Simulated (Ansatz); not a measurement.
# CH₅FSeSi: a ladder of functionals and wavefunction methods

One table from this session's results is given with a row withheld; the runs are named, their logs left out.

Computed with Ansatz 0.2.0, Gaussian basis. Level: functionals in def2-TZVPP, the program's frozen cores in correlated methods.

Levels to be run: LDA (SPW92), PBE-D4, revPBE-D4, BLYP-D4, r2SCAN-D4, B97M-V, PBE0-D4, B3LYP-D4, r2SCANh-D4, r2SCAN0-D4, HSE06-D4, BHLYP-D4, CAM-B3LYP-D4, LC-ωPBE, ωB97X-V, ωB97M-V, B2PLYP, PBE-QIDH; CCSD(T)/def2-SVP; CCSD(T)/def2-TZVPP; MP2/def2-QZVPP; extrapolation to the limit; RPA on PBE.

## The relaxed structure

All runs share one geometry, relaxed beforehand with PBE0-D4 in a triple-zeta def2 set.

SMILES `C[Se][SiH2]F`, 9 atoms, charge 0, spin multiplicity 1.

Atoms are counted from 1 here; the program's logs count them from 0.

Bond lengths: C1–Se2 1.962 Å, C1–H5 1.088 Å, C1–H6 1.088 Å, C1–H7 1.088 Å, Se2–Si3 2.258 Å, Si3–F4 1.597 Å, Si3–H8 1.484 Å, Si3–H9 1.484 Å. Angles: Se2–C1–H5 110.6°, Se2–C1–H6 110.6°, Se2–C1–H7 106.0°, H5–C1–H6 110.8°, H5–C1–H7 109.4°, H6–C1–H7 109.4°, C1–Se2–Si3 93.4°, Se2–Si3–F4 107.8°, Se2–Si3–H8 111.1°, Se2–Si3–H9 111.3°, F4–Si3–H8 108.5°, F4–Si3–H9 108.4°, H8–Si3–H9 109.6°.

The first run:

Contents of in.yaml:

```yaml
crystal:
  periodic: [false, false, false]
  atoms:
    - {symbol: C, position_ang: [0.332217, 1.536272, 0.082475]}
    - {symbol: Se, position_ang: [1.070773, -0.021794, 1.018625]}
    - {symbol: Si, position_ang: [-0.275186, -1.477501, -0.062014]}
    - {symbol: F, position_ang: [0.046276, -2.940477, 0.491004]}
    - {symbol: H, position_ang: [0.509986, 1.458926, -0.988528]}
    - {symbol: H, position_ang: [-0.730996, 1.639261, 0.291516]}
    - {symbol: H, position_ang: [0.862915, 2.401286, 0.475041]}
    - {symbol: H, position_ang: [-1.705436, -1.178748, 0.199067]}
    - {symbol: H, position_ang: [-0.022147, -1.463625, -1.524388]}
basis:
  gaussian: {orbitals: def2-TZVPP}
hamiltonian: {xc: lda}
output: {orbitals: {seedname: orbitals}}
```

Started as:

```sh
$ ansatz run in.yaml --threads 4 --pin off --events-out ev --progress --plain --max-ram 10444MiB
```

Steps of the session up to this table: LDA; PBE-D4 (GGA); revPBE-D4 (GGA); BLYP-D4 (GGA); r2SCAN-D4 (meta-GGA); B97M-V (meta-GGA); PBE0-D4 (hybrid); B3LYP-D4 (hybrid); r2SCANh-D4 (hybrid); r2SCAN0-D4 (hybrid); HSE06-D4 (hybrid); BHLYP-D4 (hybrid); CAM-B3LYP-D4 (range-separated); LC-ωPBE (range-separated); ωB97X-V (range-separated); ωB97M-V (range-separated); B2PLYP (double hybrid); PBE-QIDH (double hybrid).

One of the session's tables, all rows but one given; the rest of the session is left out.

It belongs to the step «Orbital energies across the functionals». 

```
  functional  HOMO (eV)  gap (eV)
 LDA (SPW92)      -5.78      4.02
      PBE-D4      -5.66      4.13
   revPBE-D4      -5.62      4.19
     BLYP-D4      -5.50      4.10
   r2SCAN-D4      -5.92      4.70
      B97M-V      -6.04      4.68
     PBE0-D4      -6.81      6.15
    B3LYP-D4      -6.58      5.71
  r2SCANh-D4      -6.35      5.42
  r2SCAN0-D4      -6.98      6.51
    HSE06-D4      -6.42      5.38
    BHLYP-D4      -7.81      8.04
CAM-B3LYP-D4      -8.09      8.44
     LC-ωPBE      -9.45     10.98
     ωB97X-V          ?         ?
     ωB97M-V      -8.97     10.10
```

Q: Estimate the row for ωB97X-V from the others.

The run gave: HOMO (eV): -9.10; gap (eV): 10.50. In the column «HOMO (eV)» it lies between LC-ωPBE (-9.45) and ωB97M-V (-8.97).
